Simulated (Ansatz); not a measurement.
Geometry optimisation, DFT PBE, scalar-relativistic, plane waves, PAW (Ansatz).

Input file:

```yaml
crystal:
  lattice:
    - [5.55105, 0.0, 0.0]
    - [-2.775525, 5.366436, 0.0]
    - [0.0, 0.0, 17.409548]
  atoms:
    - { symbol: Zn, position: [0.3333333, 0.0, 0.0574397] }
    - { symbol: Zn, position: [0.4389581, 0.5445828, 0.1013622] }
    - { symbol: O, position: [0.1587719, 0.6508772, 0.0911107] }
    - { symbol: O, position: [0.2643966, 0.1954599, 0.1350332] }
    - { symbol: Zn, position: [0.8779161, 0.0891656, 0.1452847] }
    - { symbol: Zn, position: [0.9835408, 0.6337483, 0.1892071] }
    - { symbol: O, position: [0.7033547, 0.7400427, 0.1789556] }
    - { symbol: O, position: [0.8089794, 0.2846255, 0.2228781] }
    - { symbol: Zn, position: [0.4224989, 0.1783311, 0.2331296] }
    - { symbol: Zn, position: [0.5281236, 0.7229139, 0.2770521] }
    - { symbol: O, position: [0.2479375, 0.8292083, 0.2668006] }
    - { symbol: O, position: [0.3535622, 0.373791, 0.310723] }
    - { symbol: C, position: [0.388806, 0.633443, 0.4411113] }
    - { symbol: F, position: [0.1347358, 0.5161696, 0.4156718] }
    - { symbol: F, position: [0.5263454, 0.5170865, 0.4156718] }
    - { symbol: F, position: [0.5050674, 0.8669484, 0.4156718] }
    - { symbol: F, position: [0.388806, 0.633443, 0.5175061] }
basis:
  ecutwfc: 420.0
kpoints:
  mp_grid: { grid: [3, 3, 1] }
hamiltonian:
  xc: pbe
  pseudopotentials: { kind: paw, azcp: { folder: soft_1 } }
scf:
  occupations: { method: gaussian, width: 0.05 }
  lower_state_search: "off"
relax:
  f_tol: 0.03
  max_steps: 60
  adjacent_minimum: "off"
  constraints: [{ sites: [0] }]
```

Command:

```bash
$ ansatz run input.yaml --threads 4 --pin off --max-ram 10240MiB --backend cpu --events-out ev --progress --plain --runs-dir out
```

Q: Where does it end, and by what steps?

A: The forces met the threshold. The force dipped under the threshold on the way, but the program's further checks kept it going. Limits of this set-up: thin slab, slab without dipole correction, no dispersion correction for a molecule that may bind weakly. After 52 steps the energy has fallen by 5.463 eV; F14 moved furthest, 2.08 Å. Parted: O4–Zn5 (1.94 → 3.55 Å), O4–Zn9 (1.94 → 2.39 Å), Zn6–O11 (1.94 → 3.56 Å), O7–Zn10 (1.94 → 4.00 Å). Joined: Zn1–O7 (3.76 → 1.97 Å), Zn2–Zn6 (3.20 → 2.77 Å), O4–Zn6 (3.16 → 2.00 Å), Zn5–Zn9 (3.20 → 2.78 Å), Zn5–O11 (3.76 → 2.01 Å), Zn5–O12 (3.75 → 1.95 Å).

| step | energy less start (eV) | largest force component (eV/Å) | accepted |
| --- | --- | --- | --- |
| 0 | 0.0000 | 3.007 | yes |
| 2 | -2.2429 | 0.872 | yes |
| 4 | -3.1406 | 0.679 | yes |
| 6 | -3.5911 | 0.253 | yes |
| 8 | -3.7814 | 0.301 | yes |
| 10 | -3.9596 | 0.290 | yes |
| 12 | -4.1044 | 0.344 | yes |
| 14 | -4.1427 | 0.122 | yes |
| 16 | -4.1750 | 0.147 | yes |
| 18 | -4.2308 | 0.220 | yes |
| 20 | -4.3873 | 0.326 | yes |
| 22 | -4.5238 | 0.700 | yes |
| 24 | -4.6473 | 0.340 | yes |
| 26 | -4.8605 | 1.165 | yes |
| 28 | -5.3073 | 1.229 | yes |
| 30 | -5.4086 | 0.290 | no |
| 32 | -5.4537 | 0.066 | yes |
| 34 | -5.4546 | 0.011 | yes |
| 36 | -5.4551 | 0.034 | yes |
| 38 | -5.4556 | 0.064 | yes |
| 40 | -5.4566 | 0.106 | yes |
| 42 | -5.4576 | 0.092 | yes |
| 44 | -5.4586 | 0.124 | yes |
| 46 | -5.4604 | 0.032 | yes |
| 48 | -5.4619 | 0.109 | yes |
| 50 | -5.4559 | 0.173 | no |
| 52 | -5.4631 | 0.019 | yes |

```xyz
17
Lattice="5.5511 0.0000 0.0000 -2.7755 5.3664 0.0000 0.0000 0.0000 17.4095" Properties=species:S:1:pos:R:3
Zn 1.850 0.000 1.000
Zn 1.404 3.538 1.506
O -0.225 3.638 0.582
O 2.291 1.710 1.585
Zn 5.429 0.008 3.562
Zn 4.038 2.685 1.688
O 3.020 4.556 1.816
O 4.408 1.873 3.440
Zn 2.794 0.855 3.760
Zn 0.456 2.688 4.260
O 0.904 4.394 3.668
O 1.162 0.958 4.678
C 0.673 2.079 8.232
F -0.055 0.972 8.075
F 1.966 1.802 8.051
F 0.283 3.000 7.334
F 0.489 2.566 9.464
```

Time of the run: 4.1 min on 4 threads of Arm Neoverse V2 (shared host), peak memory 1.3 GiB.
